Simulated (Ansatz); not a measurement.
**revPBE/def2-SVP run of C2H5AlN2 (SMILES C#[C][Al]([NH2])[NH2])**

What is the electronic atomisation energy of C2H5AlN2 at revPBE/def2-SVP? 

Program for the calculation: Ansatz 0.2.0.

62 further runs of the same task are left out: 1 that didn't finish, 61 set aside as unsound or not needed.

## (1) Starting point

The species is C2H5AlN2 (10 atoms), meant as a singlet with charge 0. SMILES: `C#[C][Al]([NH2])[NH2]`. The shape is that of a PBE0-D4/def2-TZVP optimisation.

Bond lengths: C1–C2 1.210 Å, C2–Al3 1.908 Å, Al3–N4 1.763 Å, Al3–N5 1.763 Å, C1–H6 1.067 Å, N4–H7 1.006 Å, N4–H8 1.006 Å, N5–H9 1.006 Å, N5–H10 1.006 Å. Some angles: C1–C2–Al3 180.0°, C2–Al3–N4 118.9°, C2–Al3–N5 118.9°, N4–Al3–N5 122.2°, C2–C1–H6 180.0°, Al3–N4–H7 126.4°, Al3–N4–H8 123.3°, Al3–N5–H9 123.3°, Al3–N5–H10 126.4°, H7–N4–H8 110.4°.

## (2) The energy at revPBE/def2-SVP

The input, job.yaml:

```yaml
basis:
  gaussian:
    orbitals: def2-SVP
crystal:
  periodic: [false, false, false]
  atoms:
    - {symbol: C, position_ang: [-2.368100, 1.221100, 0.873300]}
    - {symbol: C, position_ang: [-1.345900, 0.693600, 0.497800]}
    - {symbol: Al, position_ang: [0.265700, -0.138000, -0.094200]}
    - {symbol: "N", position_ang: [0.247600, -1.861100, -0.467000]}
    - {symbol: N, position_ang: [1.722400, 0.842900, -0.249900]}
    - {symbol: H, position_ang: [-3.269100, 1.686000, 1.204200]}
    - {symbol: H, position_ang: [1.027400, -2.410800, -0.785900]}
    - {symbol: H, position_ang: [-0.574800, -2.435200, -0.383700]}
    - {symbol: H, position_ang: [1.750000, 1.827100, -0.041300]}
    - {symbol: H, position_ang: [2.627700, 0.523400, -0.550300]}
accuracy: high
hamiltonian:
  xc: {name: revPBE}
output:
  orbitals: {seedname: orbitals}
```

The run is started by

```
$ ansatz run job.yaml --threads 1 --pin off --max-ram 3480MiB --events-out events.jsonl --progress --plain --runs-dir runs
```

Log:

```text
Warning: RAYON_NUM_THREADS=1 ignored (pool sized by the plan → 1); use --threads N
Functional definition: revPBE
  name "revPBE"
  parameter kappa = 1.245
  parameter beta = 0.06672455060314922
  exchange = pbe_x(kappa = kappa, mu = beta*pi^2/3)
  correlation = pbe_c(beta = beta)
2218 factors; integrals over basis functions are off by at most 1.4e-8 eV
mean field evaluation 1: about -11703.1707 eV, gradient 9.7e1 eV
mean field evaluation 2: about -11662.9308 eV, gradient 1.5e2 eV
mean field evaluation 4: about -11722.8245 eV, gradient 2.0e1 eV
mean field evaluation 8: about -11723.8491 eV, gradient 2.2e-1 eV
mean field evaluation 16: about -11723.8492 eV, gradient 1.5e-5 eV
mean field -11723.84920875 eV, -430.8435117110 hartree, gradient 9.0e-9 eV, S^2 0.000000; 0 other end points of the search recorded, 0 dependent functions left out
reference -11723.84921349 eV, -430.8435118853 hartree; 22, 22 occupied and 77, 77 virtual orbitals, 2218 factors
Total energy: -11723.84921349 eV, -430.8435118853 hartree
```

Wall time 6.6 s (1 thread of Intel Xeon Platinum 8488C (Sapphire Rapids), shared host); peak memory 0.28 GiB.

## (3) The Al atom, same level

The input, input.yaml:

```yaml
crystal:
  periodic: [false, false, false]
  atoms:
    - {symbol: Al, position_ang: [0.000000, 0.000000, 0.000000]}
basis:
  gaussian:
    orbitals: def2-SVP
magnetization:
  spin_polarized: true
  initial_magnetization: 1
hamiltonian:
  xc: {name: revPBE}
accuracy: high
```

Run the same way, it converges to -242.22876 Eh (log not shown).

## (4) The C atom

The input, in.yaml:

```yaml
crystal:
  periodic: [false, false, false]
  atoms:
    - {symbol: C, position_ang: [0.000000, 0.000000, 0.000000]}
basis:
  gaussian:
    orbitals: def2-SVP
hamiltonian:
  xc: {name: revPBE}
magnetization:
  spin_polarized: true
  initial_magnetization: 2
accuracy: high
```

Run the same way, it converges to -37.80104 Eh (log not shown).

## (5) The H atom

The input, in.yaml:

```yaml
crystal:
  periodic: [false, false, false]
  atoms:
    - {symbol: H, position_ang: [0.000000, 0.000000, 0.000000]}
basis:
  gaussian:
    orbitals: def2-SVP
magnetization:
  spin_polarized: true
  initial_magnetization: 1
hamiltonian:
  xc: {name: revPBE}
accuracy: high
```

Run the same way, it converges to -0.50319 Eh (log not shown).

## (6) The N atom at the same level

The input, input.yaml:

```yaml
crystal:
  periodic: [false, false, false]
  atoms:
    - {symbol: N, position_ang: [0.000000, 0.000000, 0.000000]}
basis:
  gaussian: {orbitals: def2-SVP}
magnetization: {spin_polarized: true, initial_magnetization: 3}
hamiltonian: {xc: {name: revPBE}}
accuracy: high
```

The run is started by

```
$ ansatz run input.yaml --threads 1 --pin off --max-ram 3480MiB --events-out events.jsonl --progress --plain --runs-dir runs
```

Log:

```text
Warning: RAYON_NUM_THREADS=1 ignored (pool sized by the plan → 1); use --threads N
Functional definition: revPBE
  name "revPBE"
  parameter kappa = 1.245
  parameter beta = 0.06672455060314922
  exchange = pbe_x(kappa = kappa, mu = beta*pi^2/3)
  correlation = pbe_c(beta = beta)
95 factors; integrals over basis functions are off by at most 1.2e-9 eV
mean field evaluation 1: about -1483.4392 eV, gradient 6.0e0 eV
mean field evaluation 2: about -1483.5269 eV, gradient 4.5e0 eV
mean field evaluation 4: about -1483.6319 eV, gradient 1.1e-2 eV
mean field evaluation 8: about -1483.6317 eV, gradient 1.1e-5 eV
mean field -1483.63167570 eV, -54.5224584405 hartree, gradient 9.8e-10 eV, S^2 3.752135; 0 other end points of the search recorded, 0 dependent functions left out
reference -1483.63167706 eV, -54.5224584902 hartree; 5, 2 occupied and 9, 12 virtual orbitals, 95 factors
Total energy: -1483.63167706 eV, -54.5224584902 hartree
```

Wall time 0.23 s (1 thread of Intel Xeon Platinum 8488C (Sapphire Rapids), shared host).

## (7) What came out

At revPBE/def2-SVP:

```
                     quantity          value
       molecule: total energy  -430.84351 Eh
        molecule: HOMO energy       -5.19 eV
        molecule: LUMO energy       -0.65 eV
      molecule: HOMO–LUMO gap        4.54 eV
        Al atom: total energy  -242.22876 Eh
                Al atom: ⟨S²⟩          0.753
         C atom: total energy   -37.80104 Eh
                 C atom: ⟨S²⟩          2.002
         H atom: total energy    -0.50319 Eh
                 H atom: ⟨S²⟩          0.750
         N atom: total energy   -54.52246 Eh
                 N atom: ⟨S²⟩          3.752
electronic atomisation energy      39.505 eV
```

What this shows: Taking the molecule apart into free atoms costs 39.51 eV (911 kcal/mol), before zero-point energy and without spin-orbit coupling.
